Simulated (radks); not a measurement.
# Dipole-allowed lines with 48 electrons: Pm¹³⁺

The task here is to estimate one member of a computed series from the others.

Program: radks (a radial shooting solver on a logarithmic mesh, Libxc functionals) version 1. Level of theory: scalar-relativistic Kohn-Sham, PBE, spin-unpolarised, spherical densities, finite nucleus. These are calculated values, not measurements, unless marked.

**Starting point**

| Property | Result |
| --- | --- |
| species | Pm¹³⁺ ([Kr] 4d10 5s2) |

The first run:

Input:

```text
Z 61
configuration [Kr] 4d10 5s2 5p0 6s0 4f0 5d0
relativity scalar-relativistic
functional pbe,pbe
spin unpolarised
nucleus finite rms 4.962 fm
c 137.035999084
response adiabatic LDA kernel, real frequencies
```

On the command line:

```console
python run_ks.py task.json out
```

All runs below come from this command, one after another.

Among the steps run: Pm¹³⁺, [Kr] 4d10 5s2.

One of the session's tables, all rows but one given; the rest of the session is left out.

It belongs to the step «Pm¹³⁺, [Kr] 4d10 5s2». Radial moments (bohr):

| level | <r> | outermost maximum (interpolated) | 90 % within | nodes |
| --- | --- | --- | --- | --- |
| 4s | 0.5810 | 0.547 | 0.830 | 3 |
| 4p | 0.6095 | 0.569 | 0.880 | 2 |
| 4d | 0.6481 | 0.587 | 0.960 | 1 |
| 5s | 1.176 | 1.14 | 1.64 | 4 |
| 4f | 0.7026 | 0.564 | 1.10 | 0 |
| 5p | ? | ? | ? | ? |
| 5d | 1.408 | 1.36 | 1.99 | 2 |
| 6s | 2.003 | 2.05 | 2.76 | 5 |

**Question.** Estimate the row for 5p.

**Answer.** <r>: 1.260; outermost maximum (interpolated): 1.22; 90 % within: 1.77; nodes: 3. In the column «<r>» it lies between 5s (1.176) and 5d (1.408).
